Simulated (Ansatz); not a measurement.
# Cl2H2InO: the cost of one run

All numbers below are computed with Ansatz 0.2.0 (UKS r2SCAN-D4/def2-SVP).

### Step 1. Starting point

Bond lengths: In1–Cl2 2.690 Å, In1–O3 1.990 Å, O3–H4 1.010 Å, In1–Cl5 2.440 Å. Angles: Cl2–In1–O3 120.0°, Cl2–In1–Cl5 120.0°, O3–In1–Cl5 120.0°, In1–O3–H4 109.5°.

As a file:

```xyz
6

In    0.0000    0.0000    0.0000
Cl    0.0000    0.0000    2.6900
O     1.7233    0.0000   -0.9950
H     2.0232   -0.9519   -1.1499
Cl   -2.1130    0.0000   -1.2200
H     0.0000    0.0000    4.3600
```

### Step 2. Pulling towards end A

Springs on the bonds that form and break draw the guess towards this end; the thresholds are loose.

File input.yaml:

```yaml
crystal:
  periodic: [false, false, false]
  atoms:
    - { symbol: In, position_ang: [0.0, 0.0, 0.0] }
    - { symbol: Cl, position_ang: [0.0, 0.0, 2.69] }
    - { symbol: O, position_ang: [1.7233, 0.0, -0.995] }
    - { symbol: H, position_ang: [2.0232, -0.9519, -1.1499] }
    - { symbol: Cl, position_ang: [-2.113, 0.0, -1.22] }
    - { symbol: H, position_ang: [0.0, 0.0, 4.36] }
magnetization:
  spin_polarized: true
  initial_magnetization: 1
basis:
  gaussian: { orbitals: def2-SVP }
hamiltonian:
  xc: r2scan
  dispersion: d4
relax:
  f_tol: 0.15
  max_steps: 25
  restrain:
    - { distance: [1, 5], at: 2.57, k: 30.0 }
    - { distance: [0, 1], at: 2.44, k: 30.0 }
```

The run is started by

```console
ansatz run input.yaml --threads 4 --pin off --max-ram 5120MiB --backend cpu --events-out ev --progress --plain --runs-dir out
```

Q: Estimate wall time and peak memory on 4 threads of Intel Xeon at 2.80GHz (Skylake/Cascade Lake), shared host.

About 29 s, with a peak of 0.25 GiB.
